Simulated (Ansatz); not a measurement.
# C4H3ClF2: the cost of one run

Computed with Ansatz 0.2.0 (the levels named in each step, unless a step's input says otherwise).

### Step 1. Starting point

Bond lengths: C1–C2 1.194 Å, F3–C4 1.335 Å, C4–C5 1.327 Å, C5–F6 1.331 Å, C5–Cl7 1.707 Å, C1–H8 1.050 Å, C2–H9 1.050 Å, C4–H10 1.077 Å. Angles: C1–C2–H9 179.0°, C2–C1–H8 179.3°, F3–C4–C5 122.0°, F3–C4–H10 114.0°, C5–C4–H10 124.0°, C4–C5–F6 123.2°, C4–C5–Cl7 123.0°, F6–C5–Cl7 113.8°.

Structure file:

```xyz
10

C    -1.3698    2.0566   -1.0781
C    -1.6446    1.0995   -1.7371
F     2.0408   -0.5860   -1.2143
C     1.4906   -0.0988   -0.0995
C     0.3034   -0.5033    0.3330
F    -0.4277   -1.4204   -0.2966
Cl   -0.4248    0.1022    1.7526
H    -1.1400    2.9025   -0.5002
H    -1.8771    0.2478   -2.3056
H     2.0950    0.6385    0.4022
```

### Step 2. A rough first relaxation, PBE-D4/def2-SVP

This run stands in another session on the same molecule. It ended at:

```xyz
10

C    -2.0124    2.4263   -1.5320
C    -1.2097    1.5297   -1.7343
F     1.3139   -0.5464   -1.4973
C     1.4655   -0.4387   -0.1632
C     0.4387   -0.7090    0.6657
F    -0.7541   -1.0929    0.2210
Cl    0.5674   -0.5728    2.3771
H    -2.7255    3.2201   -1.3558
H    -0.4947    0.7346   -1.9034
H     2.4568   -0.1122    0.1786
```

### Step 3. Relaxation, HF/STO-3G

input.yaml

```yaml
crystal:
  periodic: [false, false, false]
  atoms:
    - { symbol: C, position_ang: [-2.01236141, 2.42630184, -1.53203187] }
    - { symbol: C, position_ang: [-1.20968661, 1.5297271, -1.73430748] }
    - { symbol: F, position_ang: [1.31388155, -0.54643281, -1.49731061] }
    - { symbol: C, position_ang: [1.46550002, -0.43874674, -0.16321305] }
    - { symbol: C, position_ang: [0.43867935, -0.70895449, 0.66573778] }
    - { symbol: F, position_ang: [-0.75413585, -1.09294155, 0.2210116] }
    - { symbol: Cl, position_ang: [0.56744461, -0.5728337, 2.37710677] }
    - { symbol: H, position_ang: [-2.72553684, 3.22013049, -1.35579663] }
    - { symbol: H, position_ang: [-0.49466144, 0.73462345, -1.90337442] }
    - { symbol: H, position_ang: [2.45676661, -0.11221359, 0.17857789] }
basis:
  gaussian: { orbitals: STO-3G }
hamiltonian:
  xc: hf
relax:
  f_tol: 0.002
  max_steps: 150
```

Command:

```sh
$ ansatz run input.yaml --threads 4 --pin off --max-ram 10240MiB --backend cpu --events-out ev --progress --plain --runs-dir out
```

**Question.** How long does this run take on 4 threads of Intel Xeon at 2.50GHz (Skylake/Cascade Lake), shared host, and how much memory does it need?

About 2.6 min, with a peak of 0.12 GiB.
